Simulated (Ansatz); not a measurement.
# C₇H₁₀: a ladder of functionals and wavefunction methods

An exercise on one series of results from a longer session: the logs are not shown, and one member is left open.

The runs use Ansatz 0.2.0, Gaussian basis; functionals in def2-TZVPP, the program's frozen cores in correlated methods.

Levels to be run: LDA (SPW92), PBE-D4, revPBE-D4, BLYP-D4, r2SCAN-D4, B97M-V, PBE0-D4, B3LYP-D4, r2SCANh-D4, r2SCAN0-D4, HSE06-D4, BHLYP-D4, CAM-B3LYP-D4, LC-ωPBE, ωB97X-V, ωB97M-V, B2PLYP, PBE-QIDH; CCSD(T)/def2-SVP; CCSD(T)/def2-TZVPP; MP2/def2-QZVPP; extrapolation to the limit; RPA on PBE.

1 further run of the same task is left out (set aside as unsound or not needed).

### The relaxed structure

All runs share one geometry, relaxed beforehand with PBE0-D4 in a triple-zeta def2 set.

17 atoms, charge 0, spin multiplicity 1.

Atoms are counted from 1 here; the program's logs count them from 0.

Bond lengths: C1–C2 1.490 Å, C1–H8 1.095 Å, C1–H9 1.090 Å, C1–H10 1.095 Å, C2–C3 1.336 Å, C2–H11 1.088 Å, C3–C4 1.456 Å, C3–C7 1.517 Å, C4–C5 1.336 Å, C4–H12 1.082 Å, C5–C6 1.497 Å, C5–H13 1.084 Å, C6–C7 1.540 Å, C6–H14 1.097 Å, C6–H15 1.095 Å, C7–H16 1.093 Å, C7–H17 1.092 Å. Angles: C2–C1–H8 111.1°, C2–C1–H9 112.4°, C2–C1–H10 111.1°, H8–C1–H9 107.7°, H8–C1–H10 106.5°, H9–C1–H10 107.8°, C1–C2–C3 126.4°, C1–C2–H11 115.9°, C3–C2–H11 117.7°, C2–C3–C4 128.0°, C2–C3–C7 125.4°, C4–C3–C7 106.6°, C3–C4–C5 111.4°, C3–C4–H12 124.0°, C5–C4–H12 124.6°, C4–C5–C6 112.2°, C4–C5–H13 124.9°, C6–C5–H13 122.9° and more.

The first run:

in.yaml reads:

```yaml
crystal:
  periodic: [false, false, false]
  atoms:
    - {symbol: C, position_ang: [1.900044, -1.824718, -0.490615]}
    - {symbol: C, position_ang: [0.563965, -1.482102, 0.072614]}
    - {symbol: C, position_ang: [0.002129, -0.270589, 0.101335]}
    - {symbol: C, position_ang: [0.540855, 0.980096, -0.414144]}
    - {symbol: C, position_ang: [-0.340105, 1.976699, -0.293030]}
    - {symbol: C, position_ang: [-1.628649, 1.522786, 0.320015]}
    - {symbol: C, position_ang: [-1.355541, 0.053995, 0.694789]}
    - {symbol: H, position_ang: [1.812214, -2.570847, -1.287703]}
    - {symbol: H, position_ang: [2.412481, -0.955649, -0.904342]}
    - {symbol: H, position_ang: [2.549978, -2.263144, 0.274495]}
    - {symbol: H, position_ang: [0.001316, -2.310116, 0.499802]}
    - {symbol: H, position_ang: [1.526317, 1.081221, -0.850218]}
    - {symbol: H, position_ang: [-0.170176, 2.996898, -0.616771]}
    - {symbol: H, position_ang: [-2.453086, 1.619580, -0.396426]}
    - {symbol: H, position_ang: [-1.907661, 2.131908, 1.185639]}
    - {symbol: H, position_ang: [-1.324610, -0.065653, 1.781245]}
    - {symbol: H, position_ang: [-2.129480, -0.620375, 0.323322]}
basis:
  gaussian: {orbitals: def2-TZVPP}
hamiltonian: {xc: lda}
output: {orbitals: {seedname: orbitals}}
```

Launch:

```console
$ ansatz run in.yaml --threads 2 --pin off --events-out ev --progress --plain --max-ram 32768MiB --backend cuda --devices 0, --max-vram 18GiB
```

Among the steps run: LDA; PBE-D4 (GGA); revPBE-D4 (GGA); BLYP-D4 (GGA); r2SCAN-D4 (meta-GGA); B97M-V (meta-GGA); PBE0-D4 (hybrid); B3LYP-D4 (hybrid); r2SCANh-D4 (hybrid); r2SCAN0-D4 (hybrid); HSE06-D4 (hybrid); BHLYP-D4 (hybrid); CAM-B3LYP-D4 (range-separated); LC-ωPBE (range-separated); ωB97X-V (range-separated); ωB97M-V (range-separated); B2PLYP (double hybrid); PBE-QIDH (double hybrid).

One of the session's tables, all rows but one given; the rest of the session is left out.

It belongs to the step «Frontier levels by functional». 

```
  functional  HOMO (eV)  gap (eV)
 LDA (SPW92)      -5.11      3.61
      PBE-D4      -4.96      3.68
   revPBE-D4      -4.90      3.70
     BLYP-D4      -4.81      3.68
   r2SCAN-D4      -5.09      3.98
      B97M-V          ?         ?
     PBE0-D4      -5.93      5.57
    B3LYP-D4      -5.74      5.18
  r2SCANh-D4      -5.46      4.69
  r2SCAN0-D4      -6.02      5.75
    HSE06-D4      -5.54      4.81
    BHLYP-D4      -6.76      7.48
CAM-B3LYP-D4      -7.14      7.88
     LC-ωPBE      -8.43     10.26
     ωB97X-V      -8.08      9.84
     ωB97M-V      -8.00      9.66
```

Estimate the missing values for B97M-V.

**Answer.** HOMO (eV): -5.11; gap (eV): 4.07.
